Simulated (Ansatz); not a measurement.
# BH5NPS: how energies converge with the basis set

One table from this session's results is given with a row withheld; the runs are named, their logs left out.

The runs use Ansatz 0.2.0, Gaussian basis; one geometry, several basis sets.

Levels to be run: PBE0-D4/def2-SVP; ωB97M-V/def2-SVP; PBE0-D4/def2-QZVPP; ωB97M-V/def2-QZVPP; the functionals' def2-TZVPP values are taken from earlier runs.

### The geometry

An earlier PBE0-D4 in a triple-zeta def2 set relaxation fixed the geometry.

9 atoms, charge 0, spin multiplicity 1.

Atoms are counted from 1 here; the program's logs count them from 0.

Bond lengths: N1–B2 1.383 Å, N1–H5 1.007 Å, N1–H6 1.007 Å, B2–P3 1.949 Å, B2–H7 1.196 Å, P3–S4 2.131 Å, P3–H8 1.420 Å, S4–H9 1.342 Å. Angles: B2–N1–H5 123.2°, B2–N1–H6 123.0°, H5–N1–H6 113.8°, N1–B2–P3 117.8°, N1–B2–H7 119.3°, P3–B2–H7 122.9°, B2–P3–S4 94.1°, B2–P3–H8 97.8°, S4–P3–H8 97.2°, P3–S4–H9 95.3°.

Set-up of the first run:

Input file in.yaml:

```yaml
crystal:
  periodic: [false, false, false]
  atoms:
    - {symbol: N, position_ang: [0.614140, 1.314730, -0.950293]}
    - {symbol: B, position_ang: [0.768722, 0.115122, -0.279789]}
    - {symbol: P, position_ang: [-0.763335, -1.086519, -0.204418]}
    - {symbol: S, position_ang: [-1.030977, -0.857910, 1.897051]}
    - {symbol: H, position_ang: [-0.234637, 1.576098, -1.425609]}
    - {symbol: H, position_ang: [1.331105, 2.020667, -0.982246]}
    - {symbol: H, position_ang: [1.811131, -0.126262, 0.255181]}
    - {symbol: H, position_ang: [-0.046260, -2.311074, -0.161485]}
    - {symbol: H, position_ang: [-2.361389, -0.691049, 1.834607]}
basis:
  gaussian: {orbitals: def2-SVP}
hamiltonian: {xc: pbe0, dispersion: d4}
output: {orbitals: {seedname: orbitals}}
```

Steps of the session up to this table: PBE0-D4 in def2-SVP; ωB97M-V in def2-SVP; PBE0-D4 in def2-QZVPP; ωB97M-V in def2-QZVPP.

One of the session's tables, all rows but one given; the rest of the session is left out.

It belongs to the step «Density functionals: the series». 

```
functional       basis  HOMO (eV)
   PBE0-D4    def2-SVP      -6.74
   PBE0-D4  def2-TZVPP      -6.88
   PBE0-D4  def2-QZVPP          ?
   ωB97M-V    def2-SVP      -8.83
   ωB97M-V  def2-TZVPP      -8.99
   ωB97M-V  def2-QZVPP      -9.02
```

Estimate the missing values for PBE0-D4, def2-QZVPP.

**Answer.** HOMO (eV): -6.91. In the column «HOMO (eV)» it lies between ωB97M-V, def2-SVP (-8.83) and PBE0-D4, def2-TZVPP (-6.88).
